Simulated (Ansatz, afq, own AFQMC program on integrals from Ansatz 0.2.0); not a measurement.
# GeH+ (singlet): quantum Monte Carlo beside coupled cluster, cc-pVTZ

An exercise on one series of results from a longer session: the logs are not shown, and one member is left open.

Computed with Ansatz 0.2.0, Gaussian basis, and an in-house AFQMC program (afq) on its integrals; all values are calculated. Level: cc-pVTZ, frozen cores.

The runs, in order: Full CI; PBE (unrestricted); r2SCAN (unrestricted); PBE0 (unrestricted); B3LYP (unrestricted); wB97M-V (unrestricted); B2PLYP (unrestricted); CCSD(T) on RHF; Full CI; CCSDT(Q) on RHF; CCSD(T) on RHF; CCSD(T) on RHF; Phaseless AFQMC, CISD trial on RHF; Free-projection AFQMC, CISD trial on RHF; UHF.

1 further run of the same task is left out (it didn't finish).

## The system

The geometry is a PBE0/def2-TZVP stationary point (not a proven minimum). No spin-orbit coupling is included. The filled d shell of Ge may be among the frozen orbitals whatever the setting's name suggests; the logs give the count.

2 atoms, charge 1, spin multiplicity 1.

Atoms are counted from 1 here; the program's logs count them from 0.

Bond lengths: Ge1–H2 1.589 Å.

The first run:

Contents of in.yaml:

```yaml
crystal:
  periodic: [false, false, false]
  atoms:
    - {symbol: Ge, position_ang: [0.000000, 0.000000, 0.000000]}
    - {symbol: H, position_ang: [0.000000, 0.000000, 1.588631]}
basis:
  gaussian: {orbitals: cc-pVTZ}
total_charge: 1
correlation: {method: fci, electrons: outside_noble_gas}
```

Run with:

```bash
ansatz run in.yaml --threads 1 --pin off --events-out ev --progress --plain --max-ram 1843MiB
```

Among the steps run: Full CI; PBE (unrestricted); r2SCAN (unrestricted); PBE0 (unrestricted); B3LYP (unrestricted); wB97M-V (unrestricted); B2PLYP (unrestricted); CCSD(T) on RHF; CCSDT(Q) on RHF; Phaseless AFQMC, CISD trial on RHF; Free-projection AFQMC, CISD trial on RHF; UHF.

One of the session's tables, all rows but one given; the rest of the session is left out.

On the RHF determinant, counted from full CI (exact for this spin and basis):

```
                                                   level  from full CI (kJ/mol)
                                                      HF                      ?
                                                     MP2                  +56.7
                                                    CCSD                   +4.5
                                                 CCSD(T)                   +1.0
                                                CCSDT(Q)                    0.0
                                                 full CI                    0.0
     Phaseless AFQMC, CISD trial, step 0.005, 60 walkers                   +0.6
Free-projection AFQMC, CISD trial, step 0.03, 60 walkers                   -0.4
```

Estimate the missing values for HF.

As computed: from full CI (kJ/mol): +227.6. In the column «from full CI (kJ/mol)» it is the highest.

Limits of these values: On RHF the phaseless walk with the CISD trial lies +0.6 kJ/mol from full CI, within three error bars.
